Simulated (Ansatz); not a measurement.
# C₂H₄F₃InO: a ladder of functionals and wavefunction methods

One table from this session's results is given with a row withheld; the runs are named, their logs left out.

The runs use Ansatz 0.2.0, Gaussian basis; functionals in def2-TZVPP, the program's frozen cores in correlated methods.

The runs, in order: LDA (SPW92), PBE-D4, revPBE-D4, BLYP-D4, r2SCAN-D4, B97M-V, PBE0-D4, B3LYP-D4, r2SCANh-D4, r2SCAN0-D4, HSE06-D4, BHLYP-D4, CAM-B3LYP-D4, LC-ωPBE, ωB97X-V, ωB97M-V, B2PLYP, PBE-QIDH; CCSD(T)/def2-SVP; MP2/def2-TZVPP; MP2/def2-QZVPP; RPA on PBE.

### The relaxed structure

An earlier PBE0-D4 in a triple-zeta def2 set relaxation fixed the geometry. In takes the def2 core potential; no spin-orbit term is included.

SMILES `FC(F)(F)C[O][InH2]`, 11 atoms, charge 0, spin multiplicity 1.

Atoms are counted from 1 here; the program's logs count them from 0.

Bond lengths: F1–C2 1.332 Å, C2–F3 1.335 Å, C2–F4 1.360 Å, C2–C5 1.517 Å, C5–O6 1.377 Å, C5–H8 1.098 Å, C5–H9 1.102 Å, O6–In7 2.018 Å, In7–H10 1.700 Å, In7–H11 1.708 Å. Angles: F1–C2–F3 107.9°, F1–C2–F4 106.4°, F1–C2–C5 113.0°, F3–C2–F4 106.9°, F3–C2–C5 111.8°, F4–C2–C5 110.4°, C2–C5–O6 111.2°, C2–C5–H8 106.6°, C2–C5–H9 105.9°, O6–C5–H8 110.9°, O6–C5–H9 114.4°, H8–C5–H9 107.5°, C5–O6–In7 120.1°, O6–In7–H10 110.1°, O6–In7–H11 111.7°, H10–In7–H11 138.0°.

Set-up of the first run:

Input file in.yaml:

```yaml
crystal:
  periodic: [false, false, false]
  atoms:
    - {symbol: F, position_ang: [0.249067, -0.666329, 2.155169]}
    - {symbol: C, position_ang: [-0.386677, -0.864663, 1.001854]}
    - {symbol: F, position_ang: [-1.385531, -1.722317, 1.225130]}
    - {symbol: F, position_ang: [0.496644, -1.490536, 0.178973]}
    - {symbol: C, position_ang: [-0.880594, 0.421841, 0.368531]}
    - {symbol: O, position_ang: [0.169246, 1.241036, 0.019071]}
    - {symbol: In, position_ang: [1.363274, 0.748772, -1.531984]}
    - {symbol: H, position_ang: [-1.525877, 0.908942, 1.111245]}
    - {symbol: H, position_ang: [-1.519951, 0.116056, -0.475699]}
    - {symbol: H, position_ang: [2.902078, 1.441487, -1.327730]}
    - {symbol: H, position_ang: [0.518312, -0.134269, -2.724571]}
basis:
  gaussian: {orbitals: def2-TZVPP}
hamiltonian: {xc: lda}
output: {orbitals: {seedname: orbitals}}
```

The run is started by

```console
$ ansatz run in.yaml --threads 4 --pin off --events-out ev --progress --plain --max-ram 11315MiB
```

Among the steps run: LDA; PBE-D4 (GGA); revPBE-D4 (GGA); BLYP-D4 (GGA); r2SCAN-D4 (meta-GGA); B97M-V (meta-GGA); B3LYP-D4 (hybrid); r2SCANh-D4 (hybrid); r2SCAN0-D4 (hybrid); HSE06-D4 (hybrid); BHLYP-D4 (hybrid); CAM-B3LYP-D4 (range-separated); LC-ωPBE (range-separated); ωB97X-V (range-separated); ωB97M-V (range-separated); B2PLYP (double hybrid); PBE-QIDH (double hybrid).

One table of the session follows, with a row left open; its other results are not shown here.

It belongs to the step «Frontier levels by functional». 

| functional | HOMO (eV) | LUMO (eV) | gap (eV) |
| --- | --- | --- | --- |
| LDA (SPW92) | -6.58 | -2.62 | 3.96 |
| PBE-D4 | -6.37 | -2.33 | 4.04 |
| revPBE-D4 | -6.28 | -2.20 | 4.08 |
| BLYP-D4 | -6.29 | -2.31 | 3.98 |
| r2SCAN-D4 | -6.68 | -2.04 | 4.64 |
| B97M-V | -6.82 | -2.35 | 4.47 |
| PBE0-D4 | -7.89 | -1.61 | 6.28 |
| B3LYP-D4 | -7.67 | -1.91 | 5.77 |
| r2SCANh-D4 | -7.25 | -1.79 | 5.46 |
| r2SCAN0-D4 | ? | ? | ? |
| HSE06-D4 | -7.49 | -1.97 | 5.51 |
| BHLYP-D4 | -9.38 | -1.00 | 8.38 |
| CAM-B3LYP-D4 | -9.36 | -0.84 | 8.52 |
| LC-ωPBE | -10.66 | 0.31 | 10.96 |
| ωB97X-V | -10.34 | 0.16 | 10.50 |
| ωB97M-V | -10.28 | -0.15 | 10.12 |

Q: Estimate the row for r2SCAN0-D4 from the others.

Worked estimate for «HOMO (eV)». Against the share of exact exchange, r2SCAN-D4 (0, -6.68), r2SCANh-D4 (0.1, -7.25) give a slope of -5.70 per unit share; at 0.25 the line stands at -8.10.

**Answer.** HOMO (eV): -8.13; LUMO (eV): -1.43; gap (eV): 6.69. In «HOMO (eV)» the line misses by +0.03.
